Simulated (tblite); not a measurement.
# C3H11AlOSi2: the cost of one run

The runs use tblite 0.8.0 and PySCF 2.14.0, with density-fitted response routines of our own; the level of theory stands in each step. All values are computed, except where a source is named. Atoms are numbered from 0 throughout.

## (1) The starting structure

18 atoms, charge 0, multiplicity 1; geometry from: force field or distance geometry start.

Bonds of the start (Å): Al0–C1 1.96, C1–C2 1.31, C2–C3 1.50, C3–Si4 1.89, C2–O5 1.38, O5–Si6 1.74, Al0–H7 1.63, Al0–H8 1.61, C1–H9 1.07, C3–H10 1.11, C3–H11 1.12, Si4–H12 1.48, Si4–H13 1.47, Si4–H14 1.45, Si6–H15 1.46, Si6–H16 1.47, Si6–H17 1.45.

## (2) Geometry optimisation with GFN2-xTB

What the job is given:

```
{"job": {"kind": "relax", "xc": "GFN2-xTB", "basis": "xTB"}, "charge": 0, "multiplicity": 1}
Al     0.847200     2.667300     0.009000
C      1.003300     0.719900     0.108100
C      0.072700    -0.121900    -0.284800
C     -1.229600     0.339500    -0.878700
Si    -2.704900    -0.257500     0.135700
O      0.325800    -1.475000    -0.149400
Si     1.942200    -2.121200    -0.222400
H      1.148700     3.481200     1.383500
H      1.509100     3.341700    -1.300400
H      1.904100     0.317200     0.529000
H     -1.359600    -0.085500    -1.895900
H     -1.290400     1.453500    -0.899300
H     -3.752000    -0.834700    -0.734600
H     -3.308000     0.916000     0.776100
H     -2.301900    -1.231500     1.129300
H      2.680300    -1.629300    -1.377200
H      1.806400    -3.574700    -0.398100
H      2.697800    -1.898800     0.999200
```

The run is started by

```
OMP_NUM_THREADS=1 python probes_run.py task.json out
```

One launch serves the whole session: the jobs run in the order shown.

Q: Estimate the wall time and peak memory of this first job on 1 thread of Intel Xeon at 2.50GHz, shared host.

About 7.5 s, with a peak of 0.18 GiB.
